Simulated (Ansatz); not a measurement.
# Ti2Ga: the cost of one run

Program: Ansatz 0.2.0, driven from Python. Level of theory: DFT PBEsol+D3(BJ) with three-body term, plane waves, PAW. These are calculated values, not measurements.

### Step 1. The structure

Symmetry: P6_3/mmc, No. 194, hexagonal system. Conventional cell: a = 4.510 Å, b = 4.510 Å, c = 5.500 Å, α = 90.00°, β = 90.00°, γ = 120.00°. Ti (site symmetry -6m2) has 5 Ga at 2.60 to 2.75 Å and 6 Ti at 2.94 Å in its first shell of neighbours. Ti (site symmetry -3m) is surrounded by 8 Ti at 2.75 to 2.94 Å and 6 Ga at 2.94 Å. Ga (site symmetry -6m2) is surrounded by 11 Ti at 2.60 to 2.94 Å.

The script holds or builds the structure itself.

### Step 2. The code

File ecut_ti2ga.py:

```python
'''Cutoff test for Ti2Ga.'''

import argparse

import ansatz as az
import matplotlib.pyplot as plt
from pymatgen.core import Lattice, Structure
from pymatgen.io.ase import AseAtomsAdaptor

parser = argparse.ArgumentParser(description='Cutoff test for Ti2Ga.')
parser.add_argument('--vdw', default='d3bjatm', help='dispersion correction')
parser.add_argument('--kgrid', type=int, nargs=3, required=True, help='k-point sampling')
args = parser.parse_args()

pmg_structure = Structure(
    Lattice([(4.51, 0.0, 0.0), (-2.255, 3.90577457, 0.0), (0.0, 0.0, 5.5)]),
    ['Ti', 'Ti', 'Ti', 'Ti', 'Ga', 'Ga'],
    [
        (1 / 3, 2 / 3, 0.75),
        (2 / 3, 1 / 3, 0.25),
        (0.0, 0.0, 0.0),
        (0.0, 0.0, 0.5),
        (1 / 3, 2 / 3, 0.25),
        (2 / 3, 1 / 3, 0.75),
    ],
)
xtal = az.Crystal.from_ase(AseAtomsAdaptor.get_atoms(pmg_structure))

model = (
    xtal.calculation()
    .occupations(az.OccupationsMethod.FERMI_DIRAC)
    .eigensolver('davidson', full_accuracy=True)
    .functional(az.Functional.PBESOL, dispersion=args.vdw)
    .kpoints(*args.kgrid, center='monkhorst-pack')
    .stress()
)

rows = []
for value in [250, 350, 450, 550, 650, 750]:
    r = model.basis(value).run().report
    rows.append((value, r['free_energy_ev'] / len(r['lattice']['sites']), r['n_iterations'], sum(r['stress_gpa'][i][i] for i in range(3)) / 3, r['n_pw']))

print(' cutoff (eV)   F/atom (eV)    iterations       P (GPa)   plane waves')
for row in rows:
    print(f'{str(row[0]):>12s}  {row[1]:12.5f}  {row[2]:12d}  {row[3]:12.3f}  {row[4]:12d}')

# differences from the last row
for row in rows[:-1]:
    shift = 1000 * (row[1] - rows[-1][1])
    print(f'{row[0]}: {shift:+.2f} meV/atom' + ('  (within 5 meV)' if abs(shift) < 5 else ''))
plt.figure(figsize=(4.5, 3))
plt.plot([str(row[0]) for row in rows], [1000 * (row[1] - rows[-1][1]) for row in rows], 'o-')
plt.xlabel('cutoff (eV)')
plt.ylabel('F - F(last) (meV/atom)')
plt.tight_layout()
plt.savefig('ecut.png', dpi=100)
```

### Step 3. Launch

Started as:

```console
> python ecut_ti2ga.py --kgrid 7 7 5
```

What time and memory should one allow on 1 thread of AMD EPYC 7R43 (Zen 3), shared host?

About 1.8 min, with a peak of 0.68 GiB.
